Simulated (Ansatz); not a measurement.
**CH6AlNO: small, medium and large basis sets**

One table from this session's results is given with a row withheld; the runs are named, their logs left out.

Method: one geometry, several basis sets; program: Ansatz 0.2.0, Gaussian basis.

Plan: PBE0-D4/def2-SVP; ωB97M-V/def2-SVP; PBE0-D4/def2-QZVPP; ωB97M-V/def2-QZVPP; the functionals' def2-TZVPP values are taken from earlier runs.

## The geometry

All runs share one geometry, relaxed beforehand with PBE0-D4 in a triple-zeta def2 set.

10 atoms, charge 0, spin multiplicity 1.

Atoms are counted from 1 here; the program's logs count them from 0.

Bond lengths: O1–C2 1.409 Å, O1–H5 0.962 Å, C2–N3 1.433 Å, C2–H6 1.095 Å, C2–H7 1.099 Å, N3–Al4 1.775 Å, N3–H8 1.011 Å, Al4–H9 1.582 Å, Al4–H10 1.583 Å. Angles: C2–O1–H5 107.4°, O1–C2–N3 113.4°, O1–C2–H6 104.4°, O1–C2–H7 111.0°, N3–C2–H6 111.8°, N3–C2–H7 108.2°, H6–C2–H7 108.0°, C2–N3–Al4 127.9°, C2–N3–H8 111.3°, Al4–N3–H8 120.7°, N3–Al4–H9 117.7°, N3–Al4–H10 116.8°, H9–Al4–H10 125.4°.

The first run:

Input file in.yaml:

```yaml
crystal:
  periodic: [false, false, false]
  atoms:
    - {symbol: O, position_ang: [0.089539, -0.030174, -2.096214]}
    - {symbol: C, position_ang: [0.617023, -0.408973, -0.845380]}
    - {symbol: N, position_ang: [-0.366832, -0.456333, 0.195483]}
    - {symbol: Al, position_ang: [-0.422279, 0.500655, 1.689482]}
    - {symbol: H, position_ang: [-0.356375, 0.813938, -1.977466]}
    - {symbol: H, position_ang: [1.066111, -1.390898, -1.025149]}
    - {symbol: H, position_ang: [1.415586, 0.276558, -0.530585]}
    - {symbol: H, position_ang: [-1.072810, -1.154493, 0.002847]}
    - {symbol: H, position_ang: [-1.603991, 0.217058, 2.701841]}
    - {symbol: H, position_ang: [0.717129, 1.581362, 1.888141]}
basis:
  gaussian: {orbitals: def2-SVP}
hamiltonian: {xc: pbe0, dispersion: d4}
output: {orbitals: {seedname: orbitals}}
```

The run is started by

```sh
$ ansatz run in.yaml --threads 2 --pin off --events-out ev --progress --plain --max-ram 4352MiB
```

Steps of the session up to this table: PBE0-D4 in def2-SVP; ωB97M-V in def2-SVP; PBE0-D4 in def2-QZVPP; ωB97M-V in def2-QZVPP.

One table of the session follows, with a row left open; its other results are not shown here.

| functional | basis | HOMO (eV) |
| --- | --- | --- |
| PBE0-D4 | def2-SVP | -7.28 |
| PBE0-D4 | def2-TZVPP | -7.40 |
| PBE0-D4 | def2-QZVPP | -7.43 |
| ωB97M-V | def2-SVP | -9.60 |
| ωB97M-V | def2-TZVPP | ? |
| ωB97M-V | def2-QZVPP | -9.79 |

Q: Estimate the row for ωB97M-V, def2-TZVPP from the others.

**Answer.** HOMO (eV): -9.75. In the column «HOMO (eV)» it lies between ωB97M-V, def2-QZVPP (-9.79) and ωB97M-V, def2-SVP (-9.60).
